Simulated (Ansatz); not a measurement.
The system is AlCd.

```xyz
2
Lattice="1.4680 0.8476 4.8184 -1.4680 0.8476 4.8184 0.0000 -1.6951 4.8184" Properties=species:S:1:pos:R:3 pbc="T T T"
Al    0.0000    0.0000    0.0000
Cd    0.0000    0.0000    7.2276
```

The cell was built by a generator and needn't be a form met in nature.

| Property | Result |
| --- | --- |
| Program | Ansatz 0.2.0 |
| Task | single point |
| Functional | PBE |
| Potentials or basis | all-electron LAPW, scalar-relativistic |
| Cutoff | 231 eV (chosen from the basis error) |
| Basis error allowed | 0.001 eV/atom |
| k mesh | 11 × 11 × 11 |
| Occupations | fermi-dirac, width 0.05 eV |
| Spin | no spin polarisation |

On this cell: pressure 7.6 GPa; largest force under 0.003 eV/Å; band gap on the k mesh none (metal or under the smearing width).

The same run follows on a disturbed copy (atoms moved at random, drawn with an rms of 0.05 Å):

```
CELL_PARAMETERS angstrom
1.46802 0.84756 4.81842
-1.46802 0.84756 4.81842
0.00000 -1.69513 4.81842
ATOMIC_POSITIONS crystal
Al 0.00565 0.99211 0.00344
Cd 0.51433 0.50236 0.50171
```

Question: What changes?

Answer: The energy (extrapolated to zero smearing) moves by +9.3 meV/atom; pressure 7.8 GPa; largest force 0.448 eV/Å; band gap on the k mesh none (metal or under the smearing width).

Forces on the atoms (eV/Å):
```
Al  -0.002  0.015  0.448
Cd   0.002 -0.015 -0.448
```

Stress tensor (GPa, compression positive):
```
7.45 0.00 0.00
0.00 7.49 0.05
0.00 0.05 8.58
```
